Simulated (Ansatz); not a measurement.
# BSe2: the cost of one run

Computed with Ansatz 0.2.0 (DFT PBE, scalar-relativistic, plane waves, PAW, unless a step's input says otherwise).

## 1. The structure to begin with

The structure is tetragonal, space group P4/nmm (No. 129). Conventional cell: a = 4.145 Å, b = 4.145 Å, c = 6.324 Å, α = 90.00°, β = 90.00°, γ = 90.00°. Around B (site symmetry 4mm) lie 9 Se at 2.72 to 2.94 Å. Around Se (site symmetry -4m2) lie 8 Se at 2.69 to 2.93 Å and 4 B at 2.81 Å. Around Se (site symmetry 4mm) lie 4 Se at 2.69 Å and 5 B at 2.72 to 2.94 Å.

As a file:

```cif
data_structure
_symmetry_space_group_name_H-M 'P4/nmm:1'
_symmetry_Int_Tables_number 129
_cell_length_a 4.1449
_cell_length_b 4.1449
_cell_length_c 6.3242
_cell_angle_alpha 90.000
_cell_angle_beta 90.000
_cell_angle_gamma 90.000
_cell_volume 108.65
loop_
_atom_site_label
_atom_site_type_symbol
_atom_site_symmetry_multiplicity
_atom_site_Wyckoff_symbol
_atom_site_fract_x
_atom_site_fract_y
_atom_site_fract_z
_atom_site_occupancy
B1 B 2 c 0.00000 0.50000 0.70000 1
Se1 Se 2 a 0.00000 0.00000 0.00000 1
Se2 Se 2 c 0.00000 0.50000 0.27000 1
```

This is candidate A: Cu2Sb type (P4/nmm, No. 129).

(A quick probe on a coarse mesh, which set the mesh and smearing, is not shown.)

## 3. Rough relaxation on the coarse mesh (candidate A)

input.yaml reads:

```yaml
crystal:
  lattice:
    - [4.144868983, 0.0, 0.0]
    - [0.0, 4.144868983, 0.0]
    - [0.0, 0.0, 6.3242477394]
  atoms:
    - { symbol: B, position: [0.0, 0.5, 0.7] }
    - { symbol: B, position: [0.5, 0.0, 0.3] }
    - { symbol: Se, position: [0.0, 0.0, 0.0] }
    - { symbol: Se, position: [0.5, 0.5, 0.0] }
    - { symbol: Se, position: [0.0, 0.5, 0.27] }
    - { symbol: Se, position: [0.5, 0.0, 0.73] }
basis:
  ecutwfc: 420
kpoints:
  mp_grid: { grid: [4, 4, 4] }
hamiltonian:
  xc: pbe
scf:
  occupations: { method: gaussian, width: 0.1 }
  lower_state_search: "off"
output:
  forces: true
  stress: true
  eigenvalues: true
relax:
  adjacent_minimum: "off"
  f_tol: 0.04
  max_steps: 70
  cell: { stress_tol: 0.4 }
```

The run is started by

```console
$ ansatz run input.yaml --threads 1 --pin off --max-ram 2560MiB --backend cpu --events-out ev --progress --plain --runs-dir out
```

What time and memory should one allow on 1 thread of Intel Xeon Platinum 8488C (Sapphire Rapids), shared host?

About 1.7 min, with a peak of 0.43 GiB.
